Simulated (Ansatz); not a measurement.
# GeH₂ (triplet): wB97M-V, B2PLYP, PBE-QIDH, RPA-PBE over vertical spin and charge gaps and displaced geometries, cc-pVDZ, part 2 of 2

Ansatz 0.2.0, Gaussian basis; cc-pVDZ, all electrons in the functionals, frozen cores in the correlation of double hybrids and RPA. The steps go on from the part before.

### Step 13. B2PLYP, charge 1, quartet

in.yaml reads:

```yaml
crystal:
  periodic: [false, false, false]
  atoms:
    - {symbol: Ge, position_ang: [0.000000, -0.020787, 0.000000]}
    - {symbol: H, position_ang: [0.000000, 0.749032, -1.334401]}
    - {symbol: H, position_ang: [0.000000, 0.749032, 1.334401]}
basis:
  gaussian: {orbitals: cc-pVDZ}
total_charge: 1
magnetization: {spin_polarized: true, initial_magnetization: 3}
hamiltonian: {xc: {name: B2PLYP}}
correlation: {electrons: outside_noble_gas}
```

Command:

```bash
> ansatz run in.yaml --threads 1 --pin off --events-out ev --progress --plain --max-ram 2393MiB
```

What it wrote, cut to the lines that bear on the results:

```text
Functional definition: B2PLYP
  name "B2PLYP"
  cite "Grimme, J. Chem. Phys. 124, 034108 (2006) doi:10.1063/1.2148954"
  cite "Becke, Phys. Rev. A 38, 3098 (1988) doi:10.1103/PhysRevA.38.3098"
  cite "Lee, Yang & Parr, Phys. Rev. B 37, 785 (1988) doi:10.1103/PhysRevB.37.785"
[...]
413 factors; integrals over basis functions are off by at most 1.2e-3 eV
[...]
mean field -56522.96005170 eV, -2077.1804692615 hartree, gradient 5.2e-6 eV, S^2 3.763783; 0 other end points of the search recorded, 0 dependent functions left out
14 core orbitals not correlated: weight in the atoms' cores, before any rotation towards them, 0.999 or more for the frozen orbitals, at most 0.001 for the correlated occupied ones
reference -56522.96016469 eV, -2077.1804734140 hartree; 4, 1 occupied and 19, 22 virtual orbitals, 413 factors
second order -1.74042554 eV of doubles, -0.00000000 eV of singles
Total energy: -56523.43007959 eV, -2077.1977424679 hartree
```

Run time: 0.75 s. Hardware: 1 thread of Intel Xeon Platinum 8375C at 2.90GHz, shared host.

From the report: ⟨S²⟩ of the determinant 3.764 (pure quartet: 3.75).

From charge 0, triplet: +1189.2 kJ/mol.

### Step 14. B2PLYP, displaced geometry v1

in.yaml reads:

```yaml
crystal:
  periodic: [false, false, false]
  atoms:
    - {symbol: Ge, position_ang: [-0.000625, -0.021152, 0.000876]}
    - {symbol: H, position_ang: [-0.001458, 0.732525, -1.344678]}
    - {symbol: H, position_ang: [0.046506, 0.791835, 1.281511]}
basis:
  gaussian: {orbitals: cc-pVDZ}
magnetization: {spin_polarized: true, initial_magnetization: 2}
hamiltonian: {xc: {name: B2PLYP}}
correlation: {electrons: outside_noble_gas}
```

The command is unchanged.

What it wrote, cut to the lines that bear on the results:

```text
Functional definition: B2PLYP
  name "B2PLYP"
  cite "Grimme, J. Chem. Phys. 124, 034108 (2006) doi:10.1063/1.2148954"
  cite "Becke, Phys. Rev. A 38, 3098 (1988) doi:10.1103/PhysRevA.38.3098"
  cite "Lee, Yang & Parr, Phys. Rev. B 37, 785 (1988) doi:10.1103/PhysRevB.37.785"
[...]
413 factors; integrals over basis functions are off by at most 1.2e-3 eV
[...]
mean field -56535.10178404 eV, -2077.6266696953 hartree, gradient 4.1e-6 eV, S^2 2.002460; 0 other end points of the search recorded, 0 dependent functions left out
14 core orbitals not correlated: weight in the atoms' cores, before any rotation towards them, 0.999 or more for the frozen orbitals, at most 0.001 for the correlated occupied ones
reference -56535.10190290 eV, -2077.6266740631 hartree; 4, 2 occupied and 19, 21 virtual orbitals, 413 factors
second order -2.39465046 eV of doubles, -0.00000000 eV of singles
Total energy: -56535.74845852 eV, -2077.6504345441 hartree
```

It took 0.81 s on 1 thread of Intel Xeon Platinum 8375C at 2.90GHz, shared host.

From the report: ⟨S²⟩ of the determinant 2.002 (pure triplet: 2.00).

From charge 0, triplet: +0.7 kJ/mol.

### Step 15. B2PLYP, displaced geometry v2

in.yaml reads:

```yaml
crystal:
  periodic: [false, false, false]
  atoms:
    - {symbol: Ge, position_ang: [0.003418, -0.020575, -0.000203]}
    - {symbol: H, position_ang: [-0.161457, 0.757618, -1.323010]}
    - {symbol: H, position_ang: [-0.084836, 0.725194, 1.337612]}
basis:
  gaussian: {orbitals: cc-pVDZ}
magnetization: {spin_polarized: true, initial_magnetization: 2}
hamiltonian: {xc: {name: B2PLYP}}
correlation: {electrons: outside_noble_gas}
```

Launched as before.

What it wrote, cut to the lines that bear on the results:

```text
Functional definition: B2PLYP
  name "B2PLYP"
  cite "Grimme, J. Chem. Phys. 124, 034108 (2006) doi:10.1063/1.2148954"
  cite "Becke, Phys. Rev. A 38, 3098 (1988) doi:10.1103/PhysRevA.38.3098"
  cite "Lee, Yang & Parr, Phys. Rev. B 37, 785 (1988) doi:10.1103/PhysRevB.37.785"
[...]
413 factors; integrals over basis functions are off by at most 1.2e-3 eV
[...]
mean field -56535.10673935 eV, -2077.6268517993 hartree, gradient 4.2e-6 eV, S^2 2.002483; 0 other end points of the search recorded, 0 dependent functions left out
14 core orbitals not correlated: weight in the atoms' cores, before any rotation towards them, 0.999 or more for the frozen orbitals, at most 0.001 for the correlated occupied ones
reference -56535.10685826 eV, -2077.6268561694 hartree; 4, 2 occupied and 19, 21 virtual orbitals, 413 factors
second order -2.39981520 eV of doubles, -0.00000000 eV of singles
Total energy: -56535.75480837 eV, -2077.6506678966 hartree
```

Run time: 0.81 s. Hardware: 1 thread of Intel Xeon Platinum 8375C at 2.90GHz, shared host.

From the report: ⟨S²⟩ of the determinant 2.002 (pure triplet: 2.00).

From charge 0, triplet: +0.1 kJ/mol.

### Step 16. PBE-QIDH, charge 0, triplet

in.yaml reads:

```yaml
crystal:
  periodic: [false, false, false]
  atoms:
    - {symbol: Ge, position_ang: [0.000000, -0.020787, 0.000000]}
    - {symbol: H, position_ang: [0.000000, 0.749032, -1.334401]}
    - {symbol: H, position_ang: [0.000000, 0.749032, 1.334401]}
basis:
  gaussian: {orbitals: cc-pVDZ}
magnetization: {spin_polarized: true, initial_magnetization: 2}
hamiltonian: {xc: {name: PBE-QIDH}}
correlation: {electrons: outside_noble_gas}
```

Launched as before.

What it wrote, cut to the lines that bear on the results:

```text
Functional definition: PBE-QIDH
  name "PBE-QIDH"
  cite "Brémond, Sancho-García, Pérez-Jiménez & Adamo, J. Chem. Phys. 141, 031101 (2014) doi:10.1063/1.4890314"
  cite "Perdew, Burke & Ernzerhof, Phys. Rev. Lett. 77, 3865 (1996) doi:10.1103/PhysRevLett.77.3865"
[...]
413 factors; integrals over basis functions are off by at most 1.2e-3 eV
[...]
mean field -56528.84367267 eV, -2077.3966883443 hartree, gradient 4.5e-6 eV, S^2 2.003492; 0 other end points of the search recorded, 0 dependent functions left out
14 core orbitals not correlated: weight in the atoms' cores, before any rotation towards them, 0.999 or more for the frozen orbitals, at most 0.000 for the correlated occupied ones
reference -56528.84368190 eV, -2077.3966886833 hartree; 4, 2 occupied and 19, 21 virtual orbitals, 413 factors
second order -2.18868830 eV of doubles, -0.00000000 eV of singles
Total energy: -56529.57324466 eV, -2077.4234996204 hartree
```

Wall time 0.81 s (1 thread of Intel Xeon Platinum 8375C at 2.90GHz, shared host).

From the report: ⟨S²⟩ of the determinant 2.003 (pure triplet: 2.00).

### Step 17. PBE-QIDH, charge 0, singlet

in.yaml: that of step 16 with these lines changed.

```diff
@@ -8,3 +8,3 @@
   gaussian: {orbitals: cc-pVDZ}
-magnetization: {spin_polarized: true, initial_magnetization: 2}
+magnetization: {spin_polarized: true, initial_magnetization: 0}
 hamiltonian: {xc: {name: PBE-QIDH}}
```

Launched as before.

What it wrote, cut to the lines that bear on the results:

```text
Functional definition: PBE-QIDH
  name "PBE-QIDH"
  cite "Brémond, Sancho-García, Pérez-Jiménez & Adamo, J. Chem. Phys. 141, 031101 (2014) doi:10.1063/1.4890314"
  cite "Perdew, Burke & Ernzerhof, Phys. Rev. Lett. 77, 3865 (1996) doi:10.1103/PhysRevLett.77.3865"
[...]
413 factors; integrals over basis functions are off by at most 1.2e-3 eV
[...]
mean field -56529.11603565 eV, -2077.4066974991 hartree, gradient 1.9e-6 eV, S^2 0.487125; 4 other end points of the search recorded, 0 dependent functions left out
14 core orbitals not correlated: weight in the atoms' cores, before any rotation towards them, 0.999 or more for the frozen orbitals, at most 0.001 for the correlated occupied ones
reference -56529.11604415 eV, -2077.4066978114 hartree; 3, 3 occupied and 20, 20 virtual orbitals, 413 factors
second order -2.34190602 eV of doubles, -0.00000000 eV of singles
Total energy: -56529.89667949 eV, -2077.4353856310 hartree
```

Run time: 1.7 s. Hardware: 1 thread of Intel Xeon Platinum 8375C at 2.90GHz, shared host.

From the report: ⟨S²⟩ of the determinant 0.487 (pure singlet: 0.00).

From charge 0, triplet: -31.2 kJ/mol.

### Step 18. PBE-QIDH, displaced geometry v1

in.yaml reads:

```yaml
crystal:
  periodic: [false, false, false]
  atoms:
    - {symbol: Ge, position_ang: [-0.000625, -0.021152, 0.000876]}
    - {symbol: H, position_ang: [-0.001458, 0.732525, -1.344678]}
    - {symbol: H, position_ang: [0.046506, 0.791835, 1.281511]}
basis:
  gaussian: {orbitals: cc-pVDZ}
magnetization: {spin_polarized: true, initial_magnetization: 2}
hamiltonian: {xc: {name: PBE-QIDH}}
correlation: {electrons: outside_noble_gas}
```

Launched as before.

What it wrote, cut to the lines that bear on the results:

```text
Functional definition: PBE-QIDH
  name "PBE-QIDH"
  cite "Brémond, Sancho-García, Pérez-Jiménez & Adamo, J. Chem. Phys. 141, 031101 (2014) doi:10.1063/1.4890314"
  cite "Perdew, Burke & Ernzerhof, Phys. Rev. Lett. 77, 3865 (1996) doi:10.1103/PhysRevLett.77.3865"
[...]
413 factors; integrals over basis functions are off by at most 1.2e-3 eV
[...]
mean field -56528.84235207 eV, -2077.3966398129 hartree, gradient 9.8e-7 eV, S^2 2.003467; 0 other end points of the search recorded, 0 dependent functions left out
14 core orbitals not correlated: weight in the atoms' cores, before any rotation towards them, 0.999 or more for the frozen orbitals, at most 0.000 for the correlated occupied ones
reference -56528.84236129 eV, -2077.3966401519 hartree; 4, 2 occupied and 19, 21 virtual orbitals, 413 factors
second order -2.18398814 eV of doubles, -0.00000000 eV of singles
Total energy: -56529.57035734 eV, -2077.4233935132 hartree
```

Wall time 0.81 s (1 thread of Intel Xeon Platinum 8375C at 2.90GHz, shared host).

From the report: ⟨S²⟩ of the determinant 2.003 (pure triplet: 2.00).

From charge 0, triplet: +0.3 kJ/mol.

### Step 19. RPA-PBE, charge 0, triplet

in.yaml reads:

```yaml
crystal:
  periodic: [false, false, false]
  atoms:
    - {symbol: Ge, position_ang: [0.000000, -0.020787, 0.000000]}
    - {symbol: H, position_ang: [0.000000, 0.749032, -1.334401]}
    - {symbol: H, position_ang: [0.000000, 0.749032, 1.334401]}
basis:
  gaussian: {orbitals: cc-pVDZ}
magnetization: {spin_polarized: true, initial_magnetization: 2}
hamiltonian: {xc: {name: PBE}}
correlation: {method: rpa, electrons: outside_noble_gas}
```

The command is unchanged.

What it wrote, cut to the lines that bear on the results:

```text
Functional definition: PBE
  name "PBE"
  cite "Perdew, Burke & Ernzerhof, Phys. Rev. Lett. 77, 3865 (1996) doi:10.1103/PhysRevLett.77.3865"
  parent pbe
[...]
413 factors; integrals over basis functions are off by at most 1.2e-3 eV
[...]
mean field -56538.50875716 eV, -2077.7518736479 hartree, gradient 6.0e-7 eV, S^2 2.001502; 0 other end points of the search recorded, 0 dependent functions left out
14 core orbitals not correlated: weight in the atoms' cores, before any rotation towards them, 0.998 or more for the frozen orbitals, at most 0.001 for the correlated occupied ones
reference -56501.97048463 eV, -2076.4091168992 hartree; 4, 2 occupied and 19, 21 virtual orbitals, 413 factors
Total energy: -56506.40810073 eV, -2076.5721962827 hartree
```

It took 0.72 s on 1 thread of Intel Xeon Platinum 8375C at 2.90GHz, shared host.

From the report: ⟨S²⟩ of the determinant 2.002 (pure triplet: 2.00).

### Step 20. RPA-PBE, charge 0, singlet

in.yaml: that of step 19 with these lines changed.

```diff
@@ -8,3 +8,3 @@
   gaussian: {orbitals: cc-pVDZ}
-magnetization: {spin_polarized: true, initial_magnetization: 2}
+magnetization: {spin_polarized: true, initial_magnetization: 0}
 hamiltonian: {xc: {name: PBE}}
```

Same command.

What it wrote, cut to the lines that bear on the results:

```text
Functional definition: PBE
  name "PBE"
  cite "Perdew, Burke & Ernzerhof, Phys. Rev. Lett. 77, 3865 (1996) doi:10.1103/PhysRevLett.77.3865"
  parent pbe
[...]
413 factors; integrals over basis functions are off by at most 1.2e-3 eV
[...]
mean field -56538.96293962 eV, -2077.7685645456 hartree, gradient 3.8e-6 eV, S^2 0.239802; 9 other end points of the search recorded, 0 dependent functions left out
14 core orbitals not correlated: weight in the atoms' cores, before any rotation towards them, 0.998 or more for the frozen orbitals, at most 0.001 for the correlated occupied ones
reference -56502.02461984 eV, -2076.4111063313 hartree; 3, 3 occupied and 20, 20 virtual orbitals, 413 factors
Total energy: -56506.92750118 eV, -2076.5912838973 hartree
```

It took 2.4 s on 1 thread of Intel Xeon Platinum 8375C at 2.90GHz, shared host.

From the report: ⟨S²⟩ of the determinant 0.240 (pure singlet: 0.00).

From charge 0, triplet: -50.1 kJ/mol.

### Step 21. RPA-PBE, charge 0, quintet

in.yaml: that of step 20 with these lines changed.

```diff
@@ -8,3 +8,3 @@
   gaussian: {orbitals: cc-pVDZ}
-magnetization: {spin_polarized: true, initial_magnetization: 0}
+magnetization: {spin_polarized: true, initial_magnetization: 4}
 hamiltonian: {xc: {name: PBE}}
```

Same command.

What it wrote, cut to the lines that bear on the results:

```text
Functional definition: PBE
  name "PBE"
  cite "Perdew, Burke & Ernzerhof, Phys. Rev. Lett. 77, 3865 (1996) doi:10.1103/PhysRevLett.77.3865"
  parent pbe
[...]
413 factors; integrals over basis functions are off by at most 1.2e-3 eV
[...]
mean field -56531.06165725 eV, -2077.4781977740 hartree, gradient 4.5e-7 eV, S^2 6.001622; 0 other end points of the search recorded, 0 dependent functions left out
14 core orbitals not correlated: weight in the atoms' cores, before any rotation towards them, 0.998 or more for the frozen orbitals, at most 0.001 for the correlated occupied ones
reference -56494.66850855 eV, -2076.1407742274 hartree; 5, 1 occupied and 18, 22 virtual orbitals, 413 factors
Total energy: -56498.60410809 eV, -2076.2854048429 hartree
```

Wall time 0.72 s (1 thread of Intel Xeon Platinum 8375C at 2.90GHz, shared host).

From the report: ⟨S²⟩ of the determinant 6.002 (pure quintet: 6.00).

From charge 0, triplet: +753.0 kJ/mol.

### Step 22. RPA-PBE, charge 1, doublet

in.yaml: that of step 21 with these lines changed.

```diff
@@ -8,3 +8,4 @@
   gaussian: {orbitals: cc-pVDZ}
-magnetization: {spin_polarized: true, initial_magnetization: 4}
+total_charge: 1
+magnetization: {spin_polarized: true, initial_magnetization: 1}
 hamiltonian: {xc: {name: PBE}}
```

Launched as before.

What it wrote:

```text
Functional definition: PBE
  name "PBE"
  cite "Perdew, Burke & Ernzerhof, Phys. Rev. Lett. 77, 3865 (1996) doi:10.1103/PhysRevLett.77.3865"
  parent pbe
  parameter kappa = 0.804
  parameter beta = 0.06672455060314922
  exchange = pbe_x(kappa = kappa, mu = beta*pi^2/3)
  correlation = pbe_c(beta = beta)
413 factors; integrals over basis functions are off by at most 1.2e-3 eV
mean field evaluation 1: about -56529.8811 eV, gradient 8.6e0 eV
mean field evaluation 2: about -56529.8770 eV, gradient 8.6e0 eV
mean field evaluation 4: about -56530.5379 eV, gradient 1.1e0 eV
mean field evaluation 8: about -56530.5488 eV, gradient 2.8e-3 eV
mean field -56530.54877262 eV, -2077.4593496117 hartree, gradient 1.8e-6 eV, S^2 0.751148; 0 other end points of the search recorded, 0 dependent functions left out
14 core orbitals not correlated: weight in the atoms' cores, before any rotation towards them, 0.999 or more for the frozen orbitals, at most 0.001 for the correlated occupied ones
reference -56494.45018060 eV, -2076.1327508235 hartree; 3, 2 occupied and 20, 21 virtual orbitals, 413 factors
Total energy: -56498.53354489 eV, -2076.2828116932 hartree
```

Wall time 0.72 s (1 thread of Intel Xeon Platinum 8375C at 2.90GHz, shared host).

From the report: ⟨S²⟩ of the determinant 0.751 (pure doublet: 0.75).

From charge 0, triplet: +759.8 kJ/mol.

### Step 23. RPA-PBE, charge 1, quartet

in.yaml: that of step 22 with these lines changed.

```diff
@@ -9,3 +9,3 @@
 total_charge: 1
-magnetization: {spin_polarized: true, initial_magnetization: 1}
+magnetization: {spin_polarized: true, initial_magnetization: 3}
 hamiltonian: {xc: {name: PBE}}
```

Same command.

What it wrote:

```text
Functional definition: PBE
  name "PBE"
  cite "Perdew, Burke & Ernzerhof, Phys. Rev. Lett. 77, 3865 (1996) doi:10.1103/PhysRevLett.77.3865"
  parent pbe
  parameter kappa = 0.804
  parameter beta = 0.06672455060314922
  exchange = pbe_x(kappa = kappa, mu = beta*pi^2/3)
  correlation = pbe_c(beta = beta)
413 factors; integrals over basis functions are off by at most 1.2e-3 eV
mean field evaluation 1: about -56525.9384 eV, gradient 5.1e0 eV
mean field evaluation 2: about -56525.9377 eV, gradient 5.1e0 eV
mean field evaluation 4: about -56526.2059 eV, gradient 5.0e-1 eV
mean field evaluation 8: about -56526.2074 eV, gradient 3.6e-3 eV
mean field -56526.20743867 eV, -2077.2998085314 hartree, gradient 2.3e-6 eV, S^2 3.754512; 0 other end points of the search recorded, 0 dependent functions left out
14 core orbitals not correlated: weight in the atoms' cores, before any rotation towards them, 0.998 or more for the frozen orbitals, at most 0.002 for the correlated occupied ones
reference -56490.40417584 eV, -2075.9840628910 hartree; 4, 1 occupied and 19, 22 virtual orbitals, 413 factors
Total energy: -56493.97015089 eV, -2076.1151100568 hartree
```

Run time: 0.69 s. Hardware: 1 thread of Intel Xeon Platinum 8375C at 2.90GHz, shared host.

From the report: ⟨S²⟩ of the determinant 3.755 (pure quartet: 3.75).

From charge 0, triplet: +1200.1 kJ/mol.

### Step 24. RPA-PBE, displaced geometry v1

in.yaml reads:

```yaml
crystal:
  periodic: [false, false, false]
  atoms:
    - {symbol: Ge, position_ang: [-0.000625, -0.021152, 0.000876]}
    - {symbol: H, position_ang: [-0.001458, 0.732525, -1.344678]}
    - {symbol: H, position_ang: [0.046506, 0.791835, 1.281511]}
basis:
  gaussian: {orbitals: cc-pVDZ}
magnetization: {spin_polarized: true, initial_magnetization: 2}
hamiltonian: {xc: {name: PBE}}
correlation: {method: rpa, electrons: outside_noble_gas}
```

The command is unchanged.

What it wrote, cut to the lines that bear on the results:

```text
Functional definition: PBE
  name "PBE"
  cite "Perdew, Burke & Ernzerhof, Phys. Rev. Lett. 77, 3865 (1996) doi:10.1103/PhysRevLett.77.3865"
  parent pbe
[...]
413 factors; integrals over basis functions are off by at most 1.2e-3 eV
[...]
mean field -56538.49571605 eV, -2077.7513943961 hartree, gradient 1.3e-6 eV, S^2 2.001515; 0 other end points of the search recorded, 0 dependent functions left out
14 core orbitals not correlated: weight in the atoms' cores, before any rotation towards them, 0.998 or more for the frozen orbitals, at most 0.001 for the correlated occupied ones
reference -56501.97168186 eV, -2076.4091608963 hartree; 4, 2 occupied and 19, 21 virtual orbitals, 413 factors
Total energy: -56506.39808525 eV, -2076.5718282206 hartree
```

Wall time 0.75 s (1 thread of Intel Xeon Platinum 8375C at 2.90GHz, shared host).

From the report: ⟨S²⟩ of the determinant 2.002 (pure triplet: 2.00).

From charge 0, triplet: +1.0 kJ/mol.

### Step 25. RPA-PBE, displaced geometry v2

in.yaml reads:

```yaml
crystal:
  periodic: [false, false, false]
  atoms:
    - {symbol: Ge, position_ang: [0.003418, -0.020575, -0.000203]}
    - {symbol: H, position_ang: [-0.161457, 0.757618, -1.323010]}
    - {symbol: H, position_ang: [-0.084836, 0.725194, 1.337612]}
basis:
  gaussian: {orbitals: cc-pVDZ}
magnetization: {spin_polarized: true, initial_magnetization: 2}
hamiltonian: {xc: {name: PBE}}
correlation: {method: rpa, electrons: outside_noble_gas}
```

Launched as before.

What it wrote, cut to the lines that bear on the results:

```text
Functional definition: PBE
  name "PBE"
  cite "Perdew, Burke & Ernzerhof, Phys. Rev. Lett. 77, 3865 (1996) doi:10.1103/PhysRevLett.77.3865"
  parent pbe
[...]
413 factors; integrals over basis functions are off by at most 1.2e-3 eV
[...]
mean field -56538.50717607 eV, -2077.7518155438 hartree, gradient 8.7e-7 eV, S^2 2.001504; 0 other end points of the search recorded, 0 dependent functions left out
14 core orbitals not correlated: weight in the atoms' cores, before any rotation towards them, 0.998 or more for the frozen orbitals, at most 0.001 for the correlated occupied ones
reference -56501.97121530 eV, -2076.4091437507 hartree; 4, 2 occupied and 19, 21 virtual orbitals, 413 factors
Total energy: -56506.40703969 eV, -2076.5721572903 hartree
```

It took 0.75 s on 1 thread of Intel Xeon Platinum 8375C at 2.90GHz, shared host.

From the report: ⟨S²⟩ of the determinant 2.002 (pure triplet: 2.00).

From charge 0, triplet: +0.1 kJ/mol.

### Step 26. The comparison

The yardstick is full CI for this spin, exact in this basis with these frozen cores. It comes from earlier runs at the same points. Energies in kJ/mol, counted from charge 0, triplet; blanks weren't run or aren't comparable.

```tsv
level	triplet to singlet	triplet to quintet	ionisation to the doublet cation	ionisation to the quartet cation	displacement v1	displacement v2
FCI	-41.9	743.2	755.3	1183.0	0.8	0.1
wB97M-V	-53.4	759.8	757.8	1205.6	0.5	0.0
B2PLYP	-47.6	745.0	754.9	1189.2	0.7	0.1
PBE-QIDH	-31.2				0.3	
RPA-PBE	-50.1	753.0	759.8	1200.1	1.0	0.1
```

Largest miss and mean time a point (FCI took 3 s a point; shared hosts):

```tsv
level	largest miss (kJ/mol)	where	time a point
wB97M-V	+22.6	ionisation to the quartet cation	4.5 s
B2PLYP	+6.2	ionisation to the quartet cation	0.93 s
PBE-QIDH	+10.6	triplet to singlet	1.1 s
RPA-PBE	+17.1	ionisation to the quartet cation	0.96 s
```

### Step 27. What came out

This closing draws on all 2 parts.

| quantity | value |
| --- | --- |
| triplet to singlet, FCI | -41.9 kJ/mol |
| triplet to quintet, FCI | 743.2 kJ/mol |
| ionisation to the doublet cation, FCI | 755.3 kJ/mol |
| ionisation to the quartet cation, FCI | 1183.0 kJ/mol |
| displacement v1, FCI | 0.8 kJ/mol |
| displacement v2, FCI | 0.1 kJ/mol |
| largest miss, wB97M-V | +22.6 kJ/mol (ionisation to the quartet cation) |
| largest miss, B2PLYP | +6.2 kJ/mol (ionisation to the quartet cation) |
| largest miss, PBE-QIDH | +10.6 kJ/mol (triplet to singlet) |
| largest miss, RPA-PBE | +17.1 kJ/mol (ionisation to the quartet cation) |

Misses are known at 6 of 6 points at best, and only functionals with that many are ranked. Of the functionals, B2PLYP keep the smallest largest miss at the points compared (at most 6.2 kJ/mol) and wB97M-V strays most (22.6 kJ/mol, at ionisation to the quartet cation). B2PLYP clearly breaks the spin symmetry at some points (⟨S²⟩ up to 0.37 above the pure value), so energy there is bought with a mixed spin. Functionals and the yardstick converge differently with the basis, so part of each miss in cc-pVDZ is the basis.
